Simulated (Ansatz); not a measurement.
Born–Oppenheimer molecular dynamics of a periodic cell of 24 atoms, WC (surface WC(001)). It starts from a relaxed structure.

These are results of DFT PBE, scalar-relativistic, plane waves, PAW in Ansatz 0.2.0, not measurements. Settings: accuracy low, PAW set soft_1, cutoff 420 eV, k mesh 3x3x1, fermi-dirac smearing 0.05 eV, no spin polarisation.

| Quantity | Value |
| --- | --- |
| ensemble | NVE (velocity Verlet) |
| time step | 1.5 fs |
| steps asked | 180 |
| starting velocities drawn for | 2400 K |
| atoms held | 1, 2, 7, 8, 13, 14, 19, 20 |
| seed | 954694 |

Frames 7.5 fs apart, positions in Å.

Velocities at 30 fs (Å/ps):

```
W 0.00 0.00 0.00
C 0.00 0.00 0.00
W 0.46 1.29 -0.83
C 2.44 -11.27 -5.73
W 0.26 4.46 2.76
C -8.94 -6.14 -9.09
W 0.00 0.00 0.00
C 0.00 0.00 0.00
W -2.84 1.69 1.02
C -10.98 -0.98 9.43
W 0.28 -1.33 1.41
C 2.50 9.91 1.54
W 0.00 0.00 0.00
C 0.00 0.00 0.00
W -1.45 4.21 1.00
C -20.96 7.60 0.27
W 0.71 1.37 1.76
C 10.43 -7.12 -13.48
W 0.00 0.00 0.00
C 0.00 0.00 0.00
W -4.01 2.78 -0.44
C 5.30 -8.37 7.94
W -2.42 4.10 -1.73
C -5.92 8.91 17.38
```

```xyz
24
Lattice="5.7780 0.0000 0.0000 -2.8890 5.0039 0.0000 0.0000 0.0000 19.0675" Properties=species:S:1:pos:R:3 time_fs=30 energy_less_start_eV=2.501 T=1194
W 0.000 0.000 1.000
C 1.444 0.834 2.413
W 0.079 0.009 3.799
C 1.422 0.859 5.282
W -0.006 0.165 6.848
C 1.519 0.957 7.853
W -1.444 2.502 1.000
C 0.000 3.336 2.413
W -1.566 2.558 3.882
C -0.171 3.488 5.237
W -1.419 2.410 6.827
C -0.059 3.406 7.917
W 2.889 0.000 1.000
C 4.333 0.834 2.413
W 2.803 0.176 3.875
C 4.250 0.939 5.275
W 2.950 0.009 6.800
C 4.291 0.862 7.970
W 1.444 2.502 1.000
C 2.889 3.336 2.413
W 1.257 2.570 3.835
C 2.821 3.385 5.246
W 1.339 2.646 6.709
C 2.835 3.449 7.883
24
Lattice="5.7780 0.0000 0.0000 -2.8890 5.0039 0.0000 0.0000 0.0000 19.0675" Properties=species:S:1:pos:R:3 time_fs=37.5 energy_less_start_eV=3.960 T=492
W 0.000 0.000 1.000
C 1.444 0.834 2.413
W 0.076 0.019 3.796
C 1.413 0.812 5.241
W -0.002 0.191 6.865
C 1.455 0.926 7.796
W -1.444 2.502 1.000
C 0.000 3.336 2.413
W -1.585 2.570 3.889
C -0.215 3.453 5.295
W -1.421 2.409 6.838
C -0.036 3.462 7.939
W 2.889 0.000 1.000
C 4.333 0.834 2.413
W 2.795 0.202 3.881
C 4.131 0.974 5.263
W 2.950 0.023 6.812
C 4.368 0.811 7.915
W 1.444 2.502 1.000
C 2.889 3.336 2.413
W 1.233 2.591 3.833
C 2.843 3.339 5.307
W 1.326 2.674 6.699
C 2.798 3.497 7.982
24
Lattice="5.7780 0.0000 0.0000 -2.8890 5.0039 0.0000 0.0000 0.0000 19.0675" Properties=species:S:1:pos:R:3 time_fs=45 energy_less_start_eV=3.746 T=594
W 0.000 0.000 1.000
C 1.444 0.834 2.413
W 0.060 0.031 3.799
C 1.349 0.860 5.216
W 0.005 0.200 6.873
C 1.448 0.955 7.796
W -1.444 2.502 1.000
C 0.000 3.336 2.413
W -1.598 2.581 3.894
C -0.177 3.386 5.314
W -1.435 2.426 6.848
C -0.019 3.469 7.982
W 2.889 0.000 1.000
C 4.333 0.834 2.413
W 2.792 0.215 3.886
C 4.121 0.970 5.239
W 2.939 0.042 6.822
C 4.388 0.799 7.986
W 1.444 2.502 1.000
C 2.889 3.336 2.413
W 1.220 2.611 3.835
C 2.825 3.343 5.348
W 1.323 2.695 6.693
C 2.782 3.502 7.995
24
Lattice="5.7780 0.0000 0.0000 -2.8890 5.0039 0.0000 0.0000 0.0000 19.0675" Properties=species:S:1:pos:R:3 time_fs=52.5 energy_less_start_eV=2.777 T=1061
W 0.000 0.000 1.000
C 1.444 0.834 2.413
W 0.032 0.044 3.807
C 1.275 0.979 5.213
W 0.013 0.192 6.873
C 1.506 1.037 7.853
W -1.444 2.502 1.000
C 0.000 3.336 2.413
W -1.605 2.591 3.898
C -0.099 3.344 5.291
W -1.457 2.458 6.861
C -0.020 3.445 8.010
W 2.889 0.000 1.000
C 4.333 0.834 2.413
W 2.794 0.214 3.889
C 4.217 0.939 5.239
W 2.920 0.065 6.830
C 4.336 0.843 8.113
W 1.444 2.502 1.000
C 2.889 3.336 2.413
W 1.219 2.628 3.841
C 2.791 3.404 5.340
W 1.330 2.708 6.695
C 2.795 3.470 7.920
24
Lattice="5.7780 0.0000 0.0000 -2.8890 5.0039 0.0000 0.0000 0.0000 19.0675" Properties=species:S:1:pos:R:3 time_fs=60 energy_less_start_eV=2.569 T=1162
W 0.000 0.000 1.000
C 1.444 0.834 2.413
W -0.006 0.058 3.821
C 1.244 1.091 5.231
W 0.019 0.176 6.871
C 1.561 1.115 7.913
W -1.444 2.502 1.000
C 0.000 3.336 2.413
W -1.606 2.599 3.901
C -0.066 3.378 5.244
W -1.484 2.501 6.877
C -0.046 3.421 7.988
W 2.889 0.000 1.000
C 4.333 0.834 2.413
W 2.799 0.201 3.892
C 4.354 0.899 5.276
W 2.896 0.092 6.840
C 4.273 0.914 8.170
W 1.444 2.502 1.000
C 2.889 3.336 2.413
W 1.232 2.643 3.848
C 2.772 3.500 5.280
W 1.343 2.714 6.704
C 2.843 3.428 7.806
24
Lattice="5.7780 0.0000 0.0000 -2.8890 5.0039 0.0000 0.0000 0.0000 19.0675" Properties=species:S:1:pos:R:3 time_fs=67.5 energy_less_start_eV=2.577 T=1159
W 0.000 0.000 1.000
C 1.444 0.834 2.413
W -0.050 0.075 3.838
C 1.276 1.117 5.269
W 0.022 0.158 6.867
C 1.564 1.145 7.944
W -1.444 2.502 1.000
C 0.000 3.336 2.413
W -1.599 2.605 3.904
C -0.108 3.498 5.203
W -1.510 2.548 6.891
C -0.084 3.417 7.921
W 2.889 0.000 1.000
C 4.333 0.834 2.413
W 2.806 0.180 3.896
C 4.433 0.880 5.334
W 2.871 0.121 6.853
C 4.238 0.980 8.114
W 1.444 2.502 1.000
C 2.889 3.336 2.413
W 1.256 2.655 3.855
C 2.775 3.580 5.204
W 1.360 2.713 6.717
C 2.889 3.409 7.746
24
Lattice="5.7780 0.0000 0.0000 -2.8890 5.0039 0.0000 0.0000 0.0000 19.0675" Properties=species:S:1:pos:R:3 time_fs=75 energy_less_start_eV=2.074 T=1402
W 0.000 0.000 1.000
C 1.444 0.834 2.413
W -0.093 0.096 3.856
C 1.359 1.052 5.312
W 0.023 0.143 6.861
C 1.500 1.125 7.951
W -1.444 2.502 1.000
C 0.000 3.336 2.413
W -1.584 2.609 3.906
C -0.175 3.627 5.194
W -1.527 2.595 6.897
C -0.099 3.441 7.860
W 2.889 0.000 1.000
C 4.333 0.834 2.413
W 2.816 0.154 3.900
C 4.395 0.911 5.382
W 2.845 0.151 6.865
C 4.244 1.009 7.995
W 1.444 2.502 1.000
C 2.889 3.336 2.413
W 1.290 2.665 3.862
C 2.779 3.582 5.173
W 1.377 2.708 6.732
C 2.860 3.443 7.824
24
Lattice="5.7780 0.0000 0.0000 -2.8890 5.0039 0.0000 0.0000 0.0000 19.0675" Properties=species:S:1:pos:R:3 time_fs=82.5 energy_less_start_eV=1.630 T=1615
W 0.000 0.000 1.000
C 1.444 0.834 2.413
W -0.132 0.121 3.874
C 1.446 0.955 5.335
W 0.020 0.132 6.853
C 1.388 1.072 7.950
W -1.444 2.502 1.000
C 0.000 3.336 2.413
W -1.564 2.613 3.907
C -0.210 3.655 5.240
W -1.540 2.644 6.893
C -0.072 3.481 7.853
W 2.889 0.000 1.000
C 4.333 0.834 2.413
W 2.826 0.128 3.901
C 4.271 0.984 5.390
W 2.819 0.182 6.874
C 4.294 0.989 7.899
W 1.444 2.502 1.000
C 2.889 3.336 2.413
W 1.331 2.672 3.871
C 2.777 3.503 5.216
W 1.394 2.703 6.747
C 2.770 3.504 8.004
24
Lattice="5.7780 0.0000 0.0000 -2.8890 5.0039 0.0000 0.0000 0.0000 19.0675" Properties=species:S:1:pos:R:3 time_fs=90 energy_less_start_eV=2.103 T=1388
W 0.000 0.000 1.000
C 1.444 0.834 2.413
W -0.164 0.146 3.894
C 1.472 0.897 5.316
W 0.011 0.123 6.844
C 1.279 1.018 7.952
W -1.444 2.502 1.000
C 0.000 3.336 2.413
W -1.539 2.616 3.906
C -0.187 3.554 5.333
W -1.553 2.696 6.883
C -0.026 3.514 7.904
W 2.889 0.000 1.000
C 4.333 0.834 2.413
W 2.835 0.105 3.900
C 4.145 1.059 5.347
W 2.794 0.212 6.879
C 4.362 0.957 7.870
W 1.444 2.502 1.000
C 2.889 3.336 2.413
W 1.374 2.672 3.880
C 2.778 3.414 5.304
W 1.409 2.695 6.765
C 2.695 3.550 8.152
```

Of the whole run (270 fs, mean temperature of the second half 1142 K): The conserved energy stayed within 0.68 meV per atom of its start (net change 0.48 meV per atom), so the integration is sound. Over the second half the temperature averaged 0.48 of the 2400 K drawn at the start: a run that starts near a minimum puts about half its kinetic energy into the potential. A run of 0.27 ps of so small a system gives no equilibrium averages. Limits of this set-up: coarse k mesh, thin slab, slab without dipole correction, a typed lattice constant that wasn't relaxed here, low accuracy level.

Time of the run: 24 min on 4 threads of Arm Neoverse V1, on a shared host, peak memory 1.8 GiB.
